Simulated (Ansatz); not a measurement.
# CH₇NSi₂: how energies converge with the basis set

An exercise on one series of results from a longer session: the logs are not shown, and one member is left open.

Computed with Ansatz 0.2.0, Gaussian basis. Level: one geometry, several basis sets.

Levels to be run: PBE0-D4/def2-SVP; ωB97M-V/def2-SVP; PBE0-D4/def2-QZVPP; ωB97M-V/def2-QZVPP; the functionals' def2-TZVPP values are taken from earlier runs.

**Structure used throughout**

All runs share one geometry, relaxed beforehand with PBE0-D4 in a triple-zeta def2 set.

SMILES `NC1[SiH2][SiH2]1`, 11 atoms, charge 0, spin multiplicity 1.

Atoms are counted from 1 here; the program's logs count them from 0.

Bond lengths: N1–C2 1.447 Å, N1–H5 1.012 Å, N1–H6 1.012 Å, C2–Si3 1.914 Å, C2–Si4 1.914 Å, C2–H7 1.097 Å, Si3–Si4 2.247 Å, Si3–H8 1.483 Å, Si3–H9 1.480 Å, Si4–H10 1.480 Å, Si4–H11 1.483 Å. Angles: C2–N1–H5 111.8°, C2–N1–H6 111.8°, H5–N1–H6 108.3°, N1–C2–Si3 114.9°, N1–C2–Si4 114.9°, N1–C2–H7 118.2°, Si3–C2–Si4 71.9°, Si3–C2–H7 114.2°, Si4–C2–H7 114.2°, C2–Si3–Si4 54.1°, C2–Si3–H8 116.3°, C2–Si3–H9 115.2°, Si4–Si3–H8 121.3°, Si4–Si3–H9 121.9°, H8–Si3–H9 113.7°, C2–Si4–Si3 54.1°, C2–Si4–H10 115.2°, C2–Si4–H11 116.3° and more.

The first run:

in.yaml

```yaml
crystal:
  periodic: [false, false, false]
  atoms:
    - {symbol: N, position_ang: [-1.353111, 0.856232, -0.305266]}
    - {symbol: C, position_ang: [0.056485, 0.612669, -0.088523]}
    - {symbol: Si, position_ang: [0.453778, -0.638969, 1.304027]}
    - {symbol: Si, position_ang: [0.732644, -0.984273, -0.898568]}
    - {symbol: H, position_ang: [-1.531541, 1.239535, -1.224797]}
    - {symbol: H, position_ang: [-1.735248, 1.491699, 0.383539]}
    - {symbol: H, position_ang: [0.743052, 1.466751, -0.135548]}
    - {symbol: H, position_ang: [1.599945, -0.302910, 2.183381]}
    - {symbol: H, position_ang: [-0.721908, -1.163689, 2.034694]}
    - {symbol: H, position_ang: [-0.249138, -1.748781, -1.700490]}
    - {symbol: H, position_ang: [2.070242, -0.885363, -1.531748]}
basis:
  gaussian: {orbitals: def2-SVP}
hamiltonian: {xc: pbe0, dispersion: d4}
output: {orbitals: {seedname: orbitals}}
```

Launch:

```console
$ ansatz run in.yaml --threads 2 --pin off --events-out ev --progress --plain --max-ram 4352MiB
```

Among the steps run: PBE0-D4 in def2-SVP; ωB97M-V in def2-SVP; PBE0-D4 in def2-QZVPP; ωB97M-V in def2-QZVPP.

One of the session's tables, all rows but one given; the rest of the session is left out.

It belongs to the step «Density functionals: the series». 

```
functional       basis  HOMO (eV)  LUMO (eV)
   PBE0-D4    def2-SVP      -6.13       0.14
   PBE0-D4  def2-TZVPP      -6.25      -0.17
   PBE0-D4  def2-QZVPP      -6.27      -0.29
   ωB97M-V    def2-SVP      -8.22       1.99
   ωB97M-V  def2-TZVPP      -8.33       1.47
   ωB97M-V  def2-QZVPP          ?          ?
```

Estimate the missing values for ωB97M-V, def2-QZVPP.

The run gave: HOMO (eV): -8.36; LUMO (eV): 1.10. In the column «HOMO (eV)» it is the lowest.
